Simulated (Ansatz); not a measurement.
**CH₇ISi₂: one species, many methods**

An exercise on one series of results from a longer session: the logs are not shown, and one member is left open.

Computed with Ansatz 0.2.0, Gaussian basis. Level: functionals in def2-TZVPP, the program's frozen cores in correlated methods.

Levels to be run: PBE-D4, r2SCAN-D4, PBE0-D4, B3LYP-D4, ωB97X-V, ωB97M-V, B2PLYP; CCSD(T)/def2-TZVPP; MP2/def2-QZVPP; extrapolation to the limit.

## The geometry

An earlier PBE0-D4 in a triple-zeta def2 set relaxation fixed the geometry. I takes the def2 core potential; no spin-orbit term is included.

SMILES `[SiH3]C[SiH2]I`, 11 atoms, charge 0, spin multiplicity 1.

Atoms are counted from 1 here; the program's logs count them from 0.

Bond lengths: Si1–C2 1.878 Å, Si1–H5 1.487 Å, Si1–H6 1.486 Å, Si1–H7 1.487 Å, C2–Si3 1.859 Å, C2–H8 1.095 Å, C2–H9 1.095 Å, Si3–I4 2.450 Å, Si3–H10 1.483 Å, Si3–H11 1.483 Å. Angles: C2–Si1–H5 110.1°, C2–Si1–H6 110.4°, C2–Si1–H7 110.1°, H5–Si1–H6 108.8°, H5–Si1–H7 108.6°, H6–Si1–H7 108.8°, Si1–C2–Si3 113.8°, Si1–C2–H8 109.0°, Si1–C2–H9 109.0°, Si3–C2–H8 108.8°, Si3–C2–H9 108.8°, H8–C2–H9 107.3°, C2–Si3–I4 110.7°, C2–Si3–H10 111.2°, C2–Si3–H11 111.2°, I4–Si3–H10 107.0°, I4–Si3–H11 107.0°, H10–Si3–H11 109.7°.

As a file:

```
Si   -0.02557    1.65135    0.24057
C    -0.66156   -0.11549    0.26997
Si    0.54262   -1.35843   -0.40949
I    -0.40209   -3.61687   -0.31826
H     0.28303    2.05958   -1.15532
H    -1.04475    2.57912    0.79734
H     1.21613    1.76061    1.05090
H    -0.90632   -0.38912    1.30125
H    -1.58873   -0.17002   -0.30945
H     0.85742   -1.07744   -1.83110
H     1.79513   -1.38021    0.38410
```

Set-up of the first run:

The input, in.yaml:

```yaml
crystal:
  periodic: [false, false, false]
  atoms:
    - {symbol: Si, position_ang: [-0.025570, 1.651352, 0.240569]}
    - {symbol: C, position_ang: [-0.661565, -0.115491, 0.269968]}
    - {symbol: Si, position_ang: [0.542618, -1.358429, -0.409490]}
    - {symbol: I, position_ang: [-0.402092, -3.616865, -0.318263]}
    - {symbol: H, position_ang: [0.283033, 2.059583, -1.155323]}
    - {symbol: H, position_ang: [-1.044750, 2.579125, 0.797342]}
    - {symbol: H, position_ang: [1.216132, 1.760611, 1.050900]}
    - {symbol: H, position_ang: [-0.906319, -0.389122, 1.301250]}
    - {symbol: H, position_ang: [-1.588729, -0.170022, -0.309451]}
    - {symbol: H, position_ang: [0.857415, -1.077436, -1.831101]}
    - {symbol: H, position_ang: [1.795128, -1.380208, 0.384099]}
basis:
  gaussian: {orbitals: def2-TZVPP}
hamiltonian: {xc: pbe, dispersion: d4}
output: {forces: true, orbitals: {seedname: orbitals}}
```

Command:

```console
$ ansatz run in.yaml --threads 4 --pin off --events-out ev --progress --plain --max-ram 10444MiB
```

Among the steps run: PBE-D4 (GGA); r2SCAN-D4 (meta-GGA); PBE0-D4 (hybrid); B3LYP-D4 (hybrid); ωB97X-V (range-separated); ωB97M-V (range-separated); B2PLYP (double hybrid); CCSD(T) in def2-TZVPP; MP2 in def2-QZVPP.

One table of the session follows, with a row left open; its other results are not shown here.

```
            method  atomisation energy (eV)
            PBE-D4                   35.700
         r2SCAN-D4                   35.885
           PBE0-D4                        ?
          B3LYP-D4                   35.757
           ωB97X-V                   36.083
           ωB97M-V                   35.867
            B2PLYP                   35.329
     HF/def2-TZVPP                   27.433
    MP2/def2-TZVPP                   35.120
   CCSD/def2-TZVPP                   34.687
CCSD(T)/def2-TZVPP                   35.064
           MP2/CBS                   36.086
       CCSD(T)/CBS                   36.030
```

**Question.** Estimate the row for PBE0-D4.

**Answer.** atomisation energy (eV): 35.640. In the column «atomisation energy (eV)» it lies between B2PLYP (35.329) and PBE-D4 (35.700).

Caveats from the session: Free atoms (2 Si, 1 C, 1 I, 7 H) were run apart at each level; the atomisation energy is their sum less the molecule, without zero-point or spin-orbit terms.
